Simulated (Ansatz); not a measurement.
# Ti3Ge8Mo: the cost of one run

Computed with Ansatz 0.2.0 (DFT PBE, scalar-relativistic, plane waves, PAW, unless a step's input says otherwise).

**1. The system as given**

It takes space group C222 (No. 21, orthorhombic). Conventional cell: a = 5.019 Å, b = 8.823 Å, c = 8.639 Å, α = 90.00°, β = 90.00°, γ = 90.00°. Around Ti (site symmetry 222) lie 10 Ge at 2.64 to 2.90 Å. Ti (site symmetry 2) is surrounded by 10 Ge at 2.63 to 2.93 Å. Around Ge (site symmetry 2) lie 5 Ge at 2.63 to 2.89 Å and 3 Ti at 2.64 to 2.88 Å and 2 Mo at 2.90 Å. Ge (site symmetry 2) has 4 Ti at 2.63 to 2.90 Å and 5 Ge at 2.64 to 2.90 Å and 1 Mo at 2.87 Å in its first shell of neighbours. Ge (site symmetry 2) is surrounded by 5 Ge at 2.63 to 2.94 Å and 2 Mo at 2.65 Å and 3 Ti at 2.88 to 2.93 Å. Around Ge (site symmetry 2) lie 5 Ge at 2.64 to 2.90 Å and 5 Ti at 2.64 to 2.89 Å. Around Mo (site symmetry 222) lie 10 Ge at 2.65 to 2.90 Å.

Structure file:

```cif
data_structure
_symmetry_space_group_name_H-M 'P 1'
_symmetry_Int_Tables_number 1
_cell_length_a 5.0751
_cell_length_b 5.0751
_cell_length_c 8.6393
_cell_angle_alpha 90.000
_cell_angle_beta 90.000
_cell_angle_gamma 120.732
_cell_volume 191.27
loop_
_atom_site_label
_atom_site_type_symbol
_atom_site_fract_x
_atom_site_fract_y
_atom_site_fract_z
_atom_site_occupancy
Ti1 Ti 0.50000 0.50000 0.50000 1
Ti2 Ti 0.00000 0.50000 0.25095 1
Ti3 Ti 0.50000 0.00000 0.74905 1
Ge1 Ge 0.50000 0.50000 0.83281 1
Ge2 Ge 0.00000 0.00000 0.33232 1
Ge3 Ge 0.00000 0.50000 0.91157 1
Ge4 Ge 0.50000 0.00000 0.41578 1
Ge5 Ge 0.00000 0.50000 0.58422 1
Ge6 Ge 0.50000 0.00000 0.08843 1
Ge7 Ge 0.50000 0.50000 0.16719 1
Ge8 Ge 0.00000 0.00000 0.66768 1
Mo1 Mo 0.00000 0.00000 0.00000 1
```

The start is the relaxed end of an invented cell (made as: elements ordered on the sites of the TiGe2 type, Ti/Mo on Ti (C222, No. 21)), taken up again for a closer look.

**2. The guess as it stands, on a coarse mesh**

input.yaml

```yaml
crystal:
  lattice:
    - [2.5093809, -4.4112548, 0.0]
    - [2.5093809, 4.4112548, 0.0]
    - [0.0, 0.0, 8.6393416]
  atoms:
    - { symbol: Ti, position: [0.5, 0.5, 0.5] }
    - { symbol: Ti, position: [0.0, 0.5, 0.250948] }
    - { symbol: Ti, position: [0.5, 0.0, 0.749052] }
    - { symbol: Ge, position: [0.5, 0.5, 0.832807] }
    - { symbol: Ge, position: [0.0, 0.0, 0.332318] }
    - { symbol: Ge, position: [0.0, 0.5, 0.911572] }
    - { symbol: Ge, position: [0.5, 0.0, 0.415782] }
    - { symbol: Ge, position: [0.0, 0.5, 0.584218] }
    - { symbol: Ge, position: [0.5, 0.0, 0.088428] }
    - { symbol: Ge, position: [0.5, 0.5, 0.167193] }
    - { symbol: Ge, position: [0.0, 0.0, 0.667682] }
    - { symbol: Mo, position: [0.0, 0.0, 0.0] }
basis:
  ecutwfc: 420
kpoints:
  mp_grid: { grid: [4, 4, 2] }
hamiltonian:
  xc: pbe
scf:
  occupations: { method: gaussian, width: 0.1 }
  lower_state_search: "off"
output:
  forces: true
  stress: true
  eigenvalues: true
```

Launch:

```bash
$ ansatz run input.yaml --threads 4 --pin off --max-ram 8192MiB --backend cpu --events-out ev --progress --plain --runs-dir out
```

**Question.** How long does this run take on 4 threads of Intel Xeon Platinum 8375C at 2.90GHz (Ice Lake), shared host, and how much memory does it need?

About 3.6 s, with a peak of 0.79 GiB.
